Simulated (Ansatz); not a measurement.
# BiPt: the cost of one run

Method: DFT LDA, scalar-relativistic, in Ansatz 0.2.0.

### 1 The starting structure

The structure is hexagonal, space group P6_3/mmc (No. 194). Conventional cell: a = 4.315 Å, b = 4.315 Å, c = 5.490 Å, α = 90.00°, β = 90.00°, γ = 120.00°. Bi (site symmetry -6m2) has 6 Pt at 2.84 Å in its first shell of neighbours. Around Pt (site symmetry -3m) lie 2 Pt at 2.75 Å and 6 Bi at 2.84 Å.

As a file:

```cif
data_structure
_symmetry_space_group_name_H-M 'P 1'
_symmetry_Int_Tables_number 1
_cell_length_a 4.3150
_cell_length_b 4.3150
_cell_length_c 5.4900
_cell_angle_alpha 90.000
_cell_angle_beta 90.000
_cell_angle_gamma 120.000
_cell_volume 88.52
loop_
_atom_site_label
_atom_site_type_symbol
_atom_site_fract_x
_atom_site_fract_y
_atom_site_fract_z
_atom_site_occupancy
Bi1 Bi 0.33333 0.66667 0.25000 1
Bi2 Bi 0.66667 0.33333 0.75000 1
Pt1 Pt 0.00000 0.00000 0.00000 1
Pt2 Pt 0.00000 0.00000 0.50000 1
```

Atoms are numbered in the order of the input: Bi1, Bi2, Pt3, Pt4.

### 2 Volume × 0.94, LAPW

Input file input.yaml:

```yaml
crystal:
  lattice:
    - [4.2269142214, 0.0, 0.0]
    - [-2.1134571108, 3.6606150953, 0.0]
    - [0.0, 0.0, 5.3779277368]
  atoms:
    - { symbol: Bi, position: [0.3333333333, 0.6666666667, 0.25] }
    - { symbol: Bi, position: [0.6666666667, 0.3333333333, 0.75] }
    - { symbol: Pt, position: [0.0, 0.0, 0.0] }
    - { symbol: Pt, position: [0.0, 0.0, 0.5] }
kpoints:
  mp_grid: { grid: [9, 9, 6] }
  band_path:
    path:
      - [0.0, 0.0, 0.0]
      - [0.5, 0.0, 0.0]
      - [0.3333333333, 0.3333333333, 0.0]
      - [0.0, 0.0, 0.0]
      - [0.0, 0.0, 0.5]
      - [0.5, 0.0, 0.5]
      - [0.3333333333, 0.3333333333, 0.5]
      - [0.0, 0.0, 0.5]
      - [0.5, 0.0, 0.5]
    npoints: 5
scf:
  occupations: { method: fermi_dirac, width: 0.05 }
hamiltonian:
  xc: lda
  pseudopotentials: { kind: all_electron, lapw: { basis_error: 0.0005 } }
output:
  forces: true
  stress: true
  eigenvalues: true
```

On the command line:

```sh
$ ansatz run input.yaml --threads 1 --pin off --max-ram 4096MiB --backend cpu --events-out ev --progress --plain --runs-dir out
```

Q: Estimate wall time and peak memory on 1 thread of Arm Neoverse V2, shared host.

About 3 min, with a peak of 1 GiB.
